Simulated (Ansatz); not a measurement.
# BCl2FH2: the cost of one run

Program: Ansatz 0.2.0. Level of theory: RKS PBE-D4/def2-SVP. These are calculated values, not measurements.

## 1. The structure to begin with

Bond lengths: B1–Cl2 2.210 Å, B1–F3 1.320 Å, B1–Cl4 1.860 Å, Cl2–H6 1.516 Å. Angles: B1–Cl2–H6 56.2°, Cl2–B1–F3 120.0°, Cl2–B1–Cl4 120.0°, F3–B1–Cl4 120.0°.

Structure file:

```xyz
6

B     0.0000    0.0000    0.0000
Cl    0.0000    0.0000    2.2100
F     1.1431    0.0000   -0.6600
Cl   -1.6108    0.0000   -0.9300
H    -0.1908   -1.4011    0.4698
H    -0.1699   -1.2477    1.3665
```

## 2. Pulling towards end A

Springs on the bonds that form and break draw the guess towards this end; the thresholds are loose.

The input, input.yaml:

```yaml
crystal:
  periodic: [false, false, false]
  atoms:
    - { symbol: B, position_ang: [0.0, 0.0, 0.0] }
    - { symbol: Cl, position_ang: [0.0, 0.0, 2.21] }
    - { symbol: F, position_ang: [1.1431, 0.0, -0.66] }
    - { symbol: Cl, position_ang: [-1.6108, 0.0, -0.93] }
    - { symbol: H, position_ang: [-0.1908, -1.4011, 0.4698] }
    - { symbol: H, position_ang: [-0.1699, -1.2477, 1.3665] }
basis:
  gaussian: { orbitals: def2-SVP }
hamiltonian:
  xc: pbe
  dispersion: d4
relax:
  f_tol: 0.15
  max_steps: 25
  restrain:
    - { distance: [0, 4], at: 2.39, k: 30.0 }
    - { distance: [5, 1], at: 2.57, k: 30.0 }
    - { distance: [0, 1], at: 1.86, k: 30.0 }
    - { distance: [5, 4], at: 0.66, k: 30.0 }
output:
  orbitals: {}
```

The run is started by

```
> ansatz run input.yaml --threads 1 --pin off --max-ram 2048MiB --backend cpu --events-out ev --progress --plain --runs-dir out
```

Q: Estimate wall time and peak memory on 1 thread of Intel Xeon Platinum 8488C (Sapphire Rapids), shared host.

About 17 s, with a peak of 0.16 GiB.
